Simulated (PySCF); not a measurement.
# BrF₃: relaxation and vibrations of the singlet

Where does singlet BrF₃ go from a T-shaped start, is the end point a minimum, and what are its modes, charges and moments?

Method: PBE, basis Br def2-TZVP, F def2-TZVP, no relativity, density fitting; program: PySCF 2.14.0.

## 1. The system as given

4 atoms, charge 0, spin multiplicity 1.

Bond lengths: Br1–F2 1.780 Å, Br1–F3 1.780 Å, Br1–F4 1.780 Å. Angles: F2–Br1–F3 88.0°, F2–Br1–F4 88.0°, F3–Br1–F4 176.0°.

```xyz
4
charge 0 multiplicity 1
Br    0.0000    0.0000    0.0000
F     0.0000    0.0000    1.7800
F     1.7789    0.0000    0.0621
F    -1.7789    0.0000    0.0621
```

## 2. First SCF at the start

The steps below are one call of a driver around PySCF. For each, scf.py gives the equivalent set-up of the SCF; relaxations use the driver's own optimiser. After this first run the driver tries any further starts and a stability analysis.

Input file scf.py:

```python
from pyscf import gto, scf, dft
mol = gto.M(atom='''
Br     0.000000     0.000000     0.000000
F      0.000000     0.000000     1.780000
F      1.778900     0.000000     0.062100
F     -1.778900     0.000000     0.062100''',
    basis={'Br': 'def2-TZVP', 'F': 'def2-TZVP'},
    charge=0, spin=0)
mf = dft.RKS(mol, xc='PBE')
mf.grids.atom_grid = (50, 194)
aux = {'Br': 'def2-universal-JKFIT', 'F': 'def2-universal-JKFIT'}
mf = mf.density_fit(auxbasis=aux)
mf.conv_tol = 1e-08
mf.diis_space = 10
mf.max_cycle = 60
mf.init_guess = 'minao'
mf.verbose = 4
mf.kernel()
```

Command:

```bash
$ OMP_NUM_THREADS=4 python axn.py task.json out
```

Further steps of the session: Relaxing the singlet from the T-shaped start; Hessian and properties.

**Question.** What will these runs give? Wanted: minimum; geometry; wavenumbers; dipole moment; highest occupied, lowest empty level; polar-tensor charge of Br1; zero-point energy; atomisation energy.

The runs gave:

| quantity | value |
| --- | --- |
| minimum | singlet, C2v |
| geometry | Br–F 1.768 Å, Br–F 1.850 Å (×2); F–Br–F 87.3° (×2), F–Br–F 174.7° |
| wavenumbers (cm⁻¹) | 203 (a1), 233 (b1), 312 (b2), 516 (a1), 589 (b2), 625 (a1) |
| dipole moment | 1.27 D |
| highest occupied, lowest empty level | -7.77, -5.33 eV |
| polar-tensor charge of Br1 | +1.59 e |
| zero-point energy | 14.8 kJ/mol |
| entropy at 298.15 K | 299.4 J/(mol K) |
| atomisation energy (no zero-point energy) | 766 kJ/mol |

What this shows: The molecule stays C2v, as typed, and the end point is a minimum. In the infrared the band at 589 cm⁻¹ (b2, stretch) leads. Only this shape and spin were tried, so other structures or states may lie lower.
